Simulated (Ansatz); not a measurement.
# S (Sulfur): the cost of one run

Computed with Ansatz 0.2.0, driven from Python. Level of theory: DFT PBEsol, plane waves, PAW.

**1. Starting point**

Symmetry: R-3m, No. 166, trigonal system. Conventional cell: a = 3.277 Å, b = 3.277 Å, c = 2.584 Å, α = 90.00°, β = 90.00°, γ = 120.00°. S (site symmetry -3m) is surrounded by 6 S at 2.08 Å.

No structure file is read: the coordinates are typed or built in the script.

**2. Script**

Contents of s.py:

```python
# -*- coding: utf-8 -*-
import json
import logging
import sys

import ansatz as az
from ase import Atoms
from ase.neighborlist import neighbor_list
import numpy as np
from pymatgen.core import Lattice, Structure
from pymatgen.io.ase import AseAtomsAdaptor

logging.basicConfig(stream=sys.stdout, format="[%(levelname)s] %(message)s")
logger = logging.getLogger("run")
logger.setLevel(logging.INFO)

def edges_and_angles(cell):
    cell = np.asarray(cell)
    a, b, c = np.linalg.norm(cell, axis=1)
    cosines = cell[1] @ cell[2] / (b * c), cell[0] @ cell[2] / (a * c), cell[0] @ cell[1] / (a * b)
    return (a, b, c, *np.degrees(np.arccos(cosines)))

pmg_structure = Structure(
    Lattice([[1.6385, 0.945988, 0.861333], [-1.6385, 0.945988, 0.861333], [0.0, -1.891977, 0.861333]]),
    ["S"],
    [
        [0.0, 0.0, 0.0],
    ],
)
structure = az.Crystal.from_ase(AseAtomsAdaptor.get_atoms(pmg_structure))

calculation = (
    structure.calculation()
    .functional("pbesol")
    .pseudopotentials("paw")
    .kpoints(18, 18, 18, center="gamma")
    .occupations("cold", width=0.15)
    .relax(force_tolerance=0.03, pressure=1)
    .band_table()
)
outcome = calculation.run(events_out="stream.ndjson")
with open("stream.ndjson") as stream:
    events = [json.loads(line) for line in stream]
steps = [e["data"] for e in events if e["event"] == "relax_step"]
summary = outcome.report
logger.info("step   energy (eV)     max comp. (eV/A)   P (GPa)  SCF")
for s in steps:
    logger.info(f"{s['step']:4d} {s['lagrangian_ev']:15.5f} {s['allowed_force_max_ev_ang']:12.4f} {s['pressure_gpa']:10.3f} {s['n_scf']:5d}")

first, last = steps[0], steps[-1]
symbols = [site.symbol for site in outcome.lattice.sites]
logger.info(f"energy gained {first['lagrangian_ev'] - last['lagrangian_ev']:.4f} eV in {len(steps) - 1} steps")
for label, vectors in (("before", first["cell_ang"]), ("after", outcome.lattice.cell_ang)):
    print(label, "a b c (A) {:.4f} {:.4f} {:.4f}  angles {:.2f} {:.2f} {:.2f}".format(*edges_and_angles(vectors)), f" V = {abs(np.linalg.det(vectors)):.3f} A^3")
print("final stress xx yy zz (GPa, compression positive):", np.round(np.diag(summary["stress_gpa"]), 3) + 0.0)

logger.info("atom   start x y z (A)              end x y z (A)")
for symbol, a, b in zip(symbols, first["positions_ang"], last["positions_ang"]):
    print(f"{symbol:3s}", " ".join(f"{v:8.4f}" for v in a), "  ", " ".join(f"{v:8.4f}" for v in b))

change = np.array(last["positions_ang"]) @ np.linalg.inv(last["cell_ang"]) - np.array(first["positions_ang"]) @ np.linalg.inv(first["cell_ang"])
moved = np.linalg.norm(change @ np.array(last["cell_ang"]), axis=1)
print("displacement within the cell, strain taken out (A):", " ".join(f"{s}:{d:.3f}" for s, d in zip(symbols, moved)))

final = Atoms(symbols, positions=last["positions_ang"], cell=outcome.lattice.cell_ang, pbc=True)
i, j, d = neighbor_list("ijd", final, 4.5)
logger.info("neighbours within 1.2 times the shortest distance of each atom (A)")
for atom in range(len(final)):
    near = [m for m in np.argsort(d) if i[m] == atom]
    shell = [m for m in near if d[m] < 1.2 * d[near[0]]]
    print(f"{symbols[atom]}{atom} ({len(shell)}):", ", ".join(f"{symbols[j[m]]} {d[m]:.3f}" for m in shell))

logger.info(f"free energy      {summary['free_energy_ev']:.5f} eV")
logger.info(f"per atom         {summary['free_energy_ev'] / len(outcome.lattice.sites):.5f} eV")
logger.info(f"SCF iterations   {summary['n_iterations']}  (converged: {summary['converged']})")

table = np.array(summary["eigenvalues_ev"]) - summary["fermi_energy_ev"]
filling = np.array(summary["occupations"])
weights = np.tile(summary["kweights"], len(table) // len(summary["kweights"]))
logger.info("band   lowest  highest (eV from E_F)  electrons")
for band in range(table.shape[1]):
    if table[:, band].max() > -10:
        logger.info(f"{band + 1:4d} {table[:, band].min():8.3f} {table[:, band].max():8.3f} {weights @ filling[:, band]:18.4f}")
print("electrons counted from the table:", round(float(weights @ filling.sum(axis=1)), 5))

print(len(summary["kpoints_frac"]), "irreducible k-points (fractions, weight)")
for k, weight in list(zip(summary["kpoints_frac"], summary["kweights"]))[:20]:
    print("  {:8.4f} {:8.4f} {:8.4f}".format(*k), f"{weight:10.6f}")
```

**3. Running it**

On the command line:

```
> python s.py
```

What time and memory should one allow on 1 thread of Arm Neoverse V1, shared host?

About 1.9 min, with a peak of 0.51 GiB.
